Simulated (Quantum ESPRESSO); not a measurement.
# RbRe3 (Im-3m) in Quantum ESPRESSO: reference runs

Aim: a first look at RbRe3 with PBE, on the cell as given.

All numbers are computed with Quantum ESPRESSO 7.5; they aren't measurements. Logs are shortened: lines on timing, memory, paths and dates and some standing lists are left out, and cuts for length are marked.

### Step 1. Starting point

It takes space group Im-3m (No. 229, cubic). The conventional cell has a = 5.893 Å, b = 5.893 Å, c = 5.893 Å, α = 90.00°, β = 90.00°, γ = 90.00°. Around Rb (site symmetry m-3m) lie 6 Re at 2.95 Å. Re (site symmetry 4/mmm) is surrounded by 2 Rb at 2.95 Å and 4 Re at 2.95 Å.

The cell was built by a generator and needn't be a form met in nature.

### Step 2. Single point, PBE

pw.in

```
&CONTROL
  calculation = 'scf'
  prefix = 'pwscf'
  outdir = './tmp'
  pseudo_dir = './pseudo'
  tprnfor = .true.
  tstress = .true.
  disk_io = 'low'
/
&SYSTEM
  ibrav = 0
  nat = 4
  ntyp = 2
  ecutwfc = 60
  ecutrho = 440
  nbnd = 37
  occupations = 'smearing'
  smearing = 'fd'
  degauss = 0.00367493
/
&ELECTRONS
  conv_thr = 8d-10
  electron_maxstep = 120
  mixing_beta = 0.5
/
ATOMIC_SPECIES
Rb    85.4678 Rb_ONCV_PBE-1.0.oncvpsp.upf
Re   186.2070 Re_pbe_v1.2.uspp.F.UPF
CELL_PARAMETERS angstrom
  -2.9464220700    2.9464220700    2.9464220700
   2.9464220700   -2.9464220700    2.9464220700
   2.9464220700    2.9464220700   -2.9464220700
ATOMIC_POSITIONS crystal
Rb     0.0000000000    0.0000000000    0.0000000000
Re     0.0000000000    0.5000000000    0.5000000000
Re     0.5000000000    0.0000000000    0.5000000000
Re     0.5000000000    0.5000000000    0.0000000000
K_POINTS automatic
7 7 7 0 0 0
```

pp_density.in

```
&INPUTPP
  prefix = 'pwscf'
  outdir = './tmp'
  filplot = 'density.dat'
  plot_num = 0
/
&PLOT
  nfile = 1
  filepp(1) = 'density.dat'
  iflag = 3
  output_format = 6
  fileout = 'density.cube'
/
```

pp_potential.in

```
&INPUTPP
  prefix = 'pwscf'
  outdir = './tmp'
  filplot = 'potential.dat'
  plot_num = 11
/
&PLOT
  nfile = 1
  filepp(1) = 'potential.dat'
  iflag = 3
  output_format = 6
  fileout = 'potential.cube'
/
```

Potentials or basis: SSSP 1.3 efficiency PBE.

The run is started by

```sh
$ OMP_NUM_THREADS=1 pw.x -in pw.in > pw.out
$ OMP_NUM_THREADS=1 pp.x -in pp_density.in > pp_density.out
$ OMP_NUM_THREADS=1 pp.x -in pp_potential.in > pp_potential.out
```

pw.out:

```text
This program is part of the open-source Quantum ESPRESSO suite
     for quantum simulation of materials; please cite
         "P. Giannozzi et al., J. Phys.:Condens. Matter 21 395502 (2009);
         "P. Giannozzi et al., J. Phys.:Condens. Matter 29 465901 (2017);
         "P. Giannozzi et al., J. Chem. Phys. 152 154105 (2020);
     in publications or presentations arising from this work. More details at

     Message from routine setup:
     using ibrav=0 with symmetry is DISCOURAGED, use correct ibrav instead

     G-vector sticks info
     --------------------
     sticks:   dense  smooth     PW     G-vecs:    dense   smooth      PW
     Sum        3081    1669    475               107757    43227    6603

     Using Slab Decomposition

     bravais-lattice index     =            0
     lattice parameter (alat)  =       9.6439  a.u.
     unit-cell volume          =     690.4647 (a.u.)^3
     number of atoms/cell      =            4
     number of atomic types    =            2
     number of electrons       =        54.00
     number of Kohn-Sham states=           37
     kinetic-energy cutoff     =      60.0000  Ry
     charge density cutoff     =     440.0000  Ry
     scf convergence threshold =      8.0E-10
     mixing beta               =       0.5000
     number of iterations used =            8  plain     mixing
     Exchange-correlation= SLA  PW   PBE  PBE
                           (   1   4   3   4   0   0   0)

     celldm(1)=   9.643939  celldm(2)=   0.000000  celldm(3)=   0.000000
     celldm(4)=   0.000000  celldm(5)=   0.000000  celldm(6)=   0.000000

     crystal axes: (cart. coord. in units of alat)
               a(1) = (  -0.577350   0.577350   0.577350 )
               a(2) = (   0.577350  -0.577350   0.577350 )
               a(3) = (   0.577350   0.577350  -0.577350 )

     reciprocal axes: (cart. coord. in units 2 pi/alat)
               b(1) = ( -0.000000  0.866025  0.866025 )
               b(2) = (  0.866025 -0.000000  0.866025 )
               b(3) = (  0.866025  0.866025  0.000000 )

     PseudoPot. # 1 for Rb read from file:
     Rb_ONCV_PBE-1.0.oncvpsp.upf
     Pseudo is Norm-conserving, Zval =  9.0
     Generated using ONCVPSP code by D. R. Hamann
     Using radial grid of 2308 points,  6 beta functions with:
                l(1) =   0
                l(2) =   0
                l(3) =   1
                l(4) =   1
                l(5) =   2
                l(6) =   2

     PseudoPot. # 2 for Re read from file:
     Re_pbe_v1.2.uspp.F.UPF
     Pseudo is Ultrasoft + core correction, Zval = 15.0
     Generated by new atomic code, or converted to UPF format
     Using radial grid of  981 points,  8 beta functions with:
                l(1) =   0
                l(2) =   0
                l(3) =   1
                l(4) =   1
                l(5) =   2
                l(6) =   2
                l(7) =   3
                l(8) =   3
     Q(r) pseudized with  8 coefficients,  rinner =    1.150   1.150   1.150
                                                       1.150   1.150   1.150
                                                       1.150

     atomic species   valence    mass     pseudopotential
     Rb                9.00    85.46780     Rb( 1.00)
     Re               15.00   186.20700     Re( 1.00)

     48 Sym. Ops., with inversion, found

   Cartesian axes

     site n.     atom                  positions (alat units)
         1        Rb     tau(   1) = (   0.0000000   0.0000000   0.0000000  )
         2        Re     tau(   2) = (   0.5773503   0.0000000   0.0000000  )
         3        Re     tau(   3) = (   0.0000000   0.5773503   0.0000000  )
         4        Re     tau(   4) = (   0.0000000   0.0000000   0.5773503  )

     number of k points=    20  Fermi-Dirac smearing, width (Ry)=  0.0037
                       cart. coord. in units 2pi/alat
        k(    1) = (   0.0000000   0.0000000   0.0000000), wk =   0.0058309
        k(    2) = (   0.1237179   0.1237179   0.0000000), wk =   0.0699708
        k(    3) = (   0.2474358   0.2474358   0.0000000), wk =   0.0699708
        k(    4) = (   0.3711537   0.3711537   0.0000000), wk =   0.0699708
        k(    5) = (   0.2474358   0.1237179   0.1237179), wk =   0.1399417
        k(    6) = (   0.3711537   0.2474358   0.1237179), wk =   0.2798834
[... 12 lines left out ...]
        k(   19) = (  -0.7423075  -0.1237179  -0.1237179), wk =   0.0466472
        k(   20) = (  -0.0000000  -0.0000000   0.7423075), wk =   0.0349854

     Dense  grid:   107757 G-vectors     FFT dimensions: (  72,  72,  72)

     Smooth grid:    43227 G-vectors     FFT dimensions: (  48,  48,  48)

     Initial potential from superposition of free atoms

     starting charge      52.4751, renormalised to      54.0000

     negative rho (up, down):  4.027E-01 0.000E+00
     Starting wfcs are   44 randomized atomic wfcs

     Self-consistent Calculation

     iteration #  1     ecut=    60.00 Ry     beta= 0.50
     Davidson diagonalization with overlap
     ethr =  1.00E-02,  avg # of iterations =  2.4

     negative rho (up, down):  4.068E-01 0.000E+00

     total energy              =    -619.76698874 Ry
     estimated scf accuracy    <       0.61917933 Ry

     iteration #  2     ecut=    60.00 Ry     beta= 0.50
     Davidson diagonalization with overlap
     ethr =  1.15E-03,  avg # of iterations =  2.0

     negative rho (up, down):  3.950E-01 0.000E+00

     total energy              =    -619.90467956 Ry
     estimated scf accuracy    <       0.02636796 Ry
[... 46 lines left out ...]
     iteration #  8     ecut=    60.00 Ry     beta= 0.50
     Davidson diagonalization with overlap
     ethr =  9.04E-11,  avg # of iterations =  3.4

     negative rho (up, down):  3.874E-01 0.000E+00

     total energy              =    -619.91308074 Ry
     estimated scf accuracy    <          1.2E-09 Ry

     iteration #  9     ecut=    60.00 Ry     beta= 0.50
     Davidson diagonalization with overlap
     ethr =  2.30E-12,  avg # of iterations =  3.6

     negative rho (up, down):  3.874E-01 0.000E+00

     End of self-consistent calculation

          k = 0.0000 0.0000 0.0000 (  5425 PWs)   bands (ev):

   -68.5576 -68.5356 -68.5356 -30.4378 -30.4378 -30.4378 -30.3174 -30.3174
   -30.3174 -30.1339 -30.1339 -30.1339 -14.8063   0.9005   0.9005   0.9005
     5.8068   8.5509   8.5509   8.5509   8.6814   8.6814  10.5165  10.7211
    10.7211  11.9028  11.9028  11.9028  12.8765  12.8765  12.8765  14.9189
    14.9266  14.9266  14.9266  17.7885  17.7886

          k = 0.1237 0.1237 0.0000 (  5399 PWs)   bands (ev):

   -68.5566 -68.5366 -68.5356 -30.4379 -30.4233 -30.4229 -30.3181 -30.3171
   -30.3169 -30.1494 -30.1489 -30.1342 -14.8019   0.8230   0.8577   0.8877
     6.0738   8.6839   8.6891   8.7096   8.7618   8.8302  10.5528  10.8099
    10.9337  11.7308  11.7432  11.8095  12.5922  12.7552  12.7623  13.6261
    13.9211  14.9649  15.9554  17.7685  18.1114

          k = 0.2474 0.2474 0.0000 (  5429 PWs)   bands (ev):
[... 81 lines left out ...]
   -68.5536 -68.5413 -68.5339 -30.4387 -30.4242 -30.3227 -30.3207 -30.3158
   -30.3155 -30.2495 -30.1500 -30.1349 -14.7922   0.6232   0.8137   0.8524
     6.8712   8.6695   8.9509   9.3976   9.4075   9.5975  10.4817  10.6561
    10.8577  10.9241  11.0298  11.6550  12.0008  12.4216  12.5706  12.7380
    13.6733  14.6694  15.7981  16.0439  18.0356

          k =-0.0000-0.2474 0.4949 (  5415 PWs)   bands (ev):

   -68.5509 -68.5444 -68.5336 -30.4391 -30.3850 -30.3368 -30.3151 -30.3139
   -30.3016 -30.2542 -30.1929 -30.1353 -14.7869   0.5864   0.7222   0.8332
     7.5550   8.6039   9.3515   9.6288   9.8665  10.0944  10.2669  10.3288
    10.5959  10.6995  11.2743  11.2885  11.8641  12.0190  12.4714  12.5300
    12.6614  14.6561  15.6286  16.3189  17.5654

          k = 0.1237-0.1237 0.4949 (  5426 PWs)   bands (ev):

   -68.5514 -68.5445 -68.5329 -30.4254 -30.4250 -30.3386 -30.3153 -30.3140
   -30.2997 -30.2544 -30.1507 -30.1502 -14.7890   0.6063   0.7880   0.8011
     7.4040   8.5458   9.2131   9.6692   9.8257  10.0595  10.0976  10.4873
    10.5180  10.8173  10.8559  11.5104  11.9212  12.3051  12.3987  12.5965
    13.5365  13.7506  15.7551  16.2180  18.0893

          k =-0.7423-0.2474-0.2474 (  5413 PWs)   bands (ev):

   -68.5495 -68.5468 -68.5325 -30.4256 -30.3872 -30.3858 -30.3154 -30.3124
   -30.3101 -30.1938 -30.1926 -30.1506 -14.7876   0.6457   0.7183   0.7894
     7.8451   8.3045   9.4104   9.4752   9.8359  10.0382  10.2034  10.5924
    10.6574  10.9995  11.3090  11.3822  11.3847  12.1128  12.2756  12.6510
    12.7414  13.6951  16.1251  16.3473  17.8067

          k =-0.0000-0.0000 0.4949 (  5402 PWs)   bands (ev):

   -68.5525 -68.5445 -68.5318 -30.4400 -30.4400 -30.3406 -30.3144 -30.3144
   -30.2978 -30.2543 -30.1351 -30.1351 -14.7926   0.6147   0.8370   0.8370
     7.1619   8.4527   9.0535   9.7758   9.8246   9.8246  10.0501  10.4782
    10.4782  10.6274  10.7522  11.6781  11.9494  12.5226  12.5226  12.8369
    14.1343  14.1343  15.4042  15.5662  18.2883

          k =-0.0000-0.1237 0.6186 (  5425 PWs)   bands (ev):

   -68.5507 -68.5474 -68.5307 -30.4410 -30.4270 -30.3887 -30.3134 -30.3132
   -30.3095 -30.1932 -30.1505 -30.1353 -14.7929   0.6755   0.7861   0.8248
     7.5510   8.1390   9.2712   9.3119   9.7252   9.8247  10.2426  10.7106
    10.7230  10.7605  11.3092  11.4032  11.5049  12.4077  12.4175  12.7382
    13.2528  13.9307  15.6159  15.8640  18.4873

          k =-0.7423-0.1237-0.1237 (  5435 PWs)   bands (ev):

   -68.5495 -68.5495 -68.5299 -30.4281 -30.4275 -30.4275 -30.3132 -30.3115
   -30.3115 -30.1508 -30.1508 -30.1502 -14.7947   0.7637   0.7637   0.8001
     7.7814   7.7814   9.1347   9.4519   9.5976   9.5976  10.3421  10.7853
    10.7853  11.0954  11.0954  11.4565  11.7034  12.4041  12.4041  13.0704
    13.0704  13.2906  15.7938  15.7938  18.5015

          k =-0.0000-0.0000 0.7423 (  5482 PWs)   bands (ev):

   -68.5504 -68.5495 -68.5289 -30.4425 -30.4425 -30.4287 -30.3120 -30.3120
   -30.3112 -30.1506 -30.1353 -30.1353 -14.7978   0.7728   0.8181   0.8181
     7.5705   7.7400   9.0481   9.3725   9.5105   9.5105  10.2885  10.5864
    10.7588  11.2955  11.2955  11.5594  12.2505  12.4303  12.4303  12.8208
    13.2076  13.2076  15.5694  15.6202  18.4041

     the Fermi energy is    11.3915 ev

!    total energy              =    -619.91308074 Ry
     estimated scf accuracy    <          1.4E-10 Ry
     smearing contrib. (-TS)   =      -0.00639646 Ry
     internal energy E=F+TS    =    -619.90668428 Ry

     The total energy is F=E-TS. E is the sum of the following terms:
     one-electron contribution =    -182.77144812 Ry
     hartree contribution      =     105.65973581 Ry
     xc contribution           =    -164.13358442 Ry
     ewald contribution        =    -378.66138755 Ry

     convergence has been achieved in   9 iterations

     negative rho (up, down):  3.874E-01 0.000E+00

     Forces acting on atoms (cartesian axes, Ry/au):

     atom    1 type  1   force =     0.00000000    0.00000000    0.00000000
     atom    2 type  2   force =    -0.00000000   -0.00000000   -0.00000000
     atom    3 type  2   force =    -0.00000000    0.00000000    0.00000000
     atom    4 type  2   force =     0.00000000    0.00000000    0.00000000

     Total force =     0.000000     Total SCF correction =     0.000000

     Computing stress (Cartesian axis) and pressure

     negative rho (up, down):  3.874E-01 0.000E+00
          total   stress  (Ry/bohr**3)                   (kbar)     P=     -189.09
  -0.00128540   0.00000000   0.00000000         -189.09        0.00        0.00
   0.00000000  -0.00128540   0.00000000            0.00     -189.09        0.00
   0.00000000   0.00000000  -0.00128540            0.00        0.00     -189.09

=------------------------------------------------------------------------------=
   JOB DONE.
=------------------------------------------------------------------------------=
```

Run time: 2.2 min. Hardware: 1 thread of Intel Xeon Platinum 8259CL at 2.50GHz (Skylake/Cascade Lake), shared host; peak memory 1.1 GiB.

Results:

| Item | Value |
| --- | --- |
| Free energy | -8434.3471 eV |
| Pressure | -18.9 GPa |
| Band gap on the k mesh | none (metal or under the smearing width) |

Levels at points of the mesh, in eV from the Fermi level:
```
           k point  band 23  band 24  band 25  band 26  band 27  band 28  band 29  band 30  band 31  band 32
(0.00, 0.00, 0.00)    -0.87    -0.67    -0.67     0.51     0.51     0.51     1.48     1.48     1.48     3.53
```

Caveat: so large a pressure means that the cell lies far from this level's equilibrium, or that cutoff or potentials fall short. Spin-orbit coupling is left out, which matters for the levels of Re.
